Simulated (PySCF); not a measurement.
# CH4BNP2: the cost of one run

Programs: PySCF 2.14.0, with density-fitted response routines of our own. Each step states its level of theory. These are calculated values for one molecule in the gas phase, unless marked as measured. Atoms are numbered from 0 throughout.

**1. The starting structure**

9 atoms, charge 0, multiplicity 1; geometry from: GFN2-xTB. The atoms were then displaced at random by about 0.01 Å, so the start is not that level's minimum.

Bonds of the start (Å): N0–C1 1.14, C1–B2 1.51, B2–P3 1.91, B2–P4 1.86, P3–H5 1.38, P3–H6 1.36, P4–H7 1.38, P4–H8 1.41.

**2. Relaxing the molecule at PBE0-D3(BJ)/def2-SVP**

What the job is given:

```
{"job": {"xc": "PBE0", "basis": "def2-SVP", "d3": "d3bj", "grid": 1, "shake": 0.01, "kind": "geom"}, "charge": 0, "multiplicity": 1}
N      0.359590     2.810920     0.265310
C      0.160630     1.719520     0.022900
B     -0.059620     0.241810    -0.218060
P      1.382820    -0.723560    -1.016860
P     -1.781420    -0.448620    -0.070860
H      1.270600    -1.920630    -0.329500
H      2.449050    -0.231130    -0.323120
H     -1.518760    -1.664170     0.525840
H     -2.205090     0.198710     1.110620
```

On the command line:

```console
$ OMP_NUM_THREADS=1 python probes_run.py task.json out
```

One launch serves the whole session: the jobs run in the order shown.

**Question.** How long does this first job take on 1 thread of Arm Neoverse N1, shared host, and how much memory does it need?

About 28 s, with a peak of 0.41 GiB.
